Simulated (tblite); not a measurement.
# C3H5NOSi (SMILES C=NC1=C[SiH2]O1) at GFN1-xTB

Aim: the energy change on altering one bond length of C3H5NOSi at GFN1-xTB, from 2 runs. 

The results are computed with tblite 0.8.0.

12 further runs of the same task are left out: 1 that didn't finish, 11 set aside as unsound or not needed.

### Step 1. Starting point

C3H5NOSi: 11 atoms, total charge 0, spin state singlet. SMILES: `C=NC1=C[SiH2]O1`. Geometry: relaxed at GFN2-xTB. This is one conformer, not always the lowest.

Bond lengths: C1–N2 1.266 Å, N2–C3 1.351 Å, C3–C4 1.346 Å, C4–Si5 1.884 Å, C3–O6 1.407 Å, Si5–O6 1.687 Å, C1–H7 1.090 Å, C1–H8 1.080 Å, C4–H9 1.070 Å, Si5–H10 1.452 Å, Si5–H11 1.452 Å. Some angles: C1–N2–C3 121.5°, N2–C3–C4 130.9°, N2–C3–O6 122.8°, C4–C3–O6 106.3°, C3–C4–Si5 85.8°, C4–Si5–O6 76.0°, C3–O6–Si5 92.0°, N2–C1–H7 124.1°, N2–C1–H8 117.8°, C3–C4–H9 128.4°.

### Step 2. Energy and forces at GFN1-xTB

Input file molecule.xyz:

```xyz
11
start geometry
C      0.539680    -1.925830     1.232970
N     -0.153290    -0.871070     1.335590
C     -0.199880     0.042680     0.341060
C     -0.870240     1.205210     0.242850
Si    -0.075770     1.360340    -1.458100
O      0.519080    -0.100320    -0.860440
H      1.140730    -2.179560     0.360030
H      0.534730    -2.614290     2.064840
H     -1.526440     1.656090     0.958380
H      1.010120     2.313450    -1.602930
H     -0.918720     1.113300    -2.614250
```

Input file xtb_job.py:

```python
import json
import numpy as np
from tblite.interface import Calculator
from tblite.interface import symbols_to_numbers

symbols = list(map(str, np.loadtxt("molecule.xyz", skiprows=2, usecols=0, dtype=str, ndmin=1)))
numbers = np.array(symbols_to_numbers(symbols))
positions = np.loadtxt("molecule.xyz", skiprows=2, usecols=(1, 2, 3), ndmin=2) / 0.529177210903

calc = Calculator("GFN1-xTB", numbers, positions, charge=0, uhf=0)
res = calc.singlepoint()

print(f"Total energy: {res.get('energy'):.8f} Eh")
eps = np.atleast_2d(res.get("orbital-energies")) * 27.211386
occ = np.atleast_2d(res.get("orbital-occupations"))
filled = occ.sum(axis=0) if eps.shape[0] == 1 else occ[0]
homo = np.nonzero(filled > 0.5)[0].max()
print("  MO   occupation   energy/eV")
for i in range(max(0, homo - 4), min(eps.shape[1], homo + 5)):
    print(f"{i + 1:4d} {filled[i]:10.4f} {eps[0, i]:12.4f}")
mu = res.get("dipole") * 2.541746
print(f"Dipole moment: {np.linalg.norm(mu):.4f} D, components " + " ".join(f"{c:.4f}" for c in mu))
q = res.get("charges")
g = res.get("gradient")
print("atom     charge      dE/dx        dE/dy        dE/dz   (Eh/bohr)")
for i, s in enumerate(symbols):
    print(f"{s:<2}{i + 1:<3} {q[i]:9.4f} {g[i, 0]:12.7f} {g[i, 1]:12.7f} {g[i, 2]:12.7f}")
print(f"gradient norm {np.linalg.norm(g):.6f} Eh/bohr")
out = {k: np.asarray(res.get(k)).tolist() for k in ("energy", "gradient", "charges", "dipole", "orbital-energies", "orbital-occupations")}
out.update(symbols=symbols, positions=(positions * 0.529177210903).tolist())
json.dump(out, open("results.json", "w"))
```

Command:

```
$ python xtb_job.py
```

The log of the run:

```text
------------------------------------------------------------
  cycle        total energy    energy error   density error
------------------------------------------------------------
      1     -18.53559393149  -1.8743551E+01   6.6266923E-01
      2     -18.75271403867  -2.1712011E-01   3.5475560E-01
      3     -18.75141185799   1.3021807E-03   1.7036734E-01
      4     -18.75625544700  -4.8435890E-03   5.1104050E-02
      5     -18.76059051912  -4.3350721E-03   5.8391739E-03
      6     -18.76065838531  -6.7866198E-05   2.3928924E-03
      7     -18.76066518839  -6.8030781E-06   4.9075664E-04
      8     -18.76066548214  -2.9374996E-07   1.1748111E-04
      9     -18.76066548664  -4.5024109E-09   4.1709652E-05
     10     -18.76066548875  -2.1019453E-09   3.0597069E-05
     11     -18.76066549062  -1.8749731E-09   1.0373362E-05
------------------------------------------------------------

 total:                                   0.005 sec
Total energy: -18.76066549 Eh
  MO   occupation   energy/eV
  12     2.0000     -13.0135
  13     2.0000     -12.6875
  14     2.0000     -11.9635
  15     2.0000     -11.6470
  16     2.0000     -11.3286
  17     0.0000      -8.3171
  18     0.0000      -5.7039
  19     0.0000      -5.3186
  20     0.0000      -4.5317
Dipole moment: 0.8874 D, components 0.4418 -0.1215 -0.7600
atom     charge      dE/dx        dE/dy        dE/dz   (Eh/bohr)
C 1      0.1638   -0.0046461    0.0045774    0.0031190
N 2     -0.3240    0.0054103    0.0001644   -0.0106301
C 3      0.4059    0.0037300   -0.0107196    0.0055396
C 4     -0.2047    0.0097215   -0.0193098    0.0044307
Si5      0.4002   -0.0012097    0.0077716   -0.0070356
O 6     -0.4552   -0.0150110    0.0137764    0.0124319
H 7      0.0362   -0.0007234    0.0007232    0.0006635
H 8      0.0253   -0.0015427    0.0032899   -0.0007264
H 9      0.0402    0.0031423    0.0011630   -0.0074044
H 10    -0.0439    0.0045641    0.0017814    0.0019065
H 11    -0.0439   -0.0034353   -0.0032180   -0.0022946
gradient norm 0.040724 Eh/bohr
```

It took 0.12 s on 1 thread of Arm Neoverse V2, shared host.

### Step 3. The distorted shape: energy and one-electron properties at GFN1-xTB

Input file input.xyz:

```xyz
11
start geometry
C      0.539680    -1.925830     1.232970
N     -0.153290    -0.871070     1.335590
C     -0.199880     0.042680     0.341060
C     -0.870240     1.205210     0.242850
Si    -0.075770     1.360340    -1.458100
O      0.519080    -0.100320    -0.860440
H      1.140730    -2.179560     0.360030
H      0.534730    -2.614290     2.064840
H     -1.526440     1.656090     0.958380
H      1.010120     2.313450    -1.602930
H     -1.087084     1.063958    -2.845171
```

Input file script.py:

```python
import json
import numpy as np
from tblite.interface import Calculator
from tblite.interface import symbols_to_numbers

symbols = list(map(str, np.loadtxt("input.xyz", skiprows=2, usecols=0, dtype=str, ndmin=1)))
numbers = np.array(symbols_to_numbers(symbols))
positions = np.loadtxt("input.xyz", skiprows=2, usecols=(1, 2, 3), ndmin=2) / 0.5291772

def energy(solvent=None):
    calculator = Calculator("GFN1-xTB", numbers, positions, charge=0, uhf=0)
    calculator.set("verbosity", 0)
    if solvent:
        calculator.add("gbsa-solvation", solvent)
    return calculator.singlepoint()

sp = energy()
solvents = ["ether", "chcl3", "cs2", "thf", "acetonitrile", "ch2cl2", "water", "benzene"]
runs = [energy(s) for s in solvents]
print(f"gas phase: E = {sp.get('energy'):.8f} Eh, dipole {np.linalg.norm(sp.get('dipole')) * 2.541746:.3f} D")
print("solvent          dG(solv)/eV   dipole/D")
for s, x in zip(solvents, runs):
    print(f"{s:<14} {(x.get('energy') - sp.get('energy')) * 27.211386:12.4f} {np.linalg.norm(x.get('dipole')) * 2.541746:12.3f}")
out = {k: np.asarray(sp.get(k)).tolist() for k in ("energy", "gradient", "charges", "dipole", "orbital-energies", "orbital-occupations")}
out.update(symbols=symbols, positions=(positions * 0.529177210903).tolist(), state_energies=[float(x.get("energy")) for x in runs], state_dipoles=[float(np.linalg.norm(x.get("dipole"))) for x in runs])
json.dump(out, open("results.json", "w"))
```

Command:

```
$ python script.py
```

The log of the run:

```text
gas phase: E = -18.74105643 Eh, dipole 0.865 D
solvent          dG(solv)/eV   dipole/D
ether               -0.1814        0.929
chcl3               -0.2157        0.935
cs2                 -0.1455        0.923
thf                 -0.1928        0.927
acetonitrile        -0.1641        0.957
ch2cl2              -0.2157        0.935
water               -0.0406        0.943
benzene             -0.1870        0.925
```

Wall time 0.16 s (1 thread of Arm Neoverse V2, shared host).

Atomic charges (e):

| atom | Mulliken |
| --- | --- |
| C1 | +0.164 |
| N2 | -0.324 |
| C3 | +0.405 |
| C4 | -0.199 |
| Si5 | +0.415 |
| O6 | -0.454 |
| H7 | +0.036 |
| H8 | +0.026 |
| H9 | +0.040 |
| H10 | -0.035 |
| H11 | -0.075 |

### Step 4. Results

At GFN1-xTB:

```
                                                           quantity         value
                                          first shape: total energy  -18.76067 Eh
                                         first shape: dipole moment        0.89 D
                                           first shape: HOMO energy     -11.33 eV
                                           first shape: LUMO energy      -8.32 eV
                                         first shape: HOMO–LUMO gap       3.01 eV
                              first shape: largest force on an atom    1.227 eV/Å
                                      distorted shape: total energy  -18.74106 Eh
                                     distorted shape: dipole moment        0.86 D
                                       distorted shape: HOMO energy     -11.34 eV
                                       distorted shape: LUMO energy      -8.35 eV
                                     distorted shape: HOMO–LUMO gap       2.99 eV
                          distorted shape: largest force on an atom    2.858 eV/Å
energy change with the Si5–H11 bond stretched from 1.452 to 1.742 Å      0.534 eV
```

**Reading.** With the Si5–H11 bond stretched from 1.452 to 1.742 Å the energy rises by 0.53 eV (51.5 kJ/mol). The first shape isn't relaxed at this level, so the change isn't measured from a minimum. The largest force (first shape) is 1.23 eV/Å: the shape isn't a stationary point for this species at this level. Mulliken charges (first shape) run from -0.46 on O6 to +0.41 on C3. Mulliken charges (distorted shape) run from -0.45 on O6 to +0.41 on Si5.
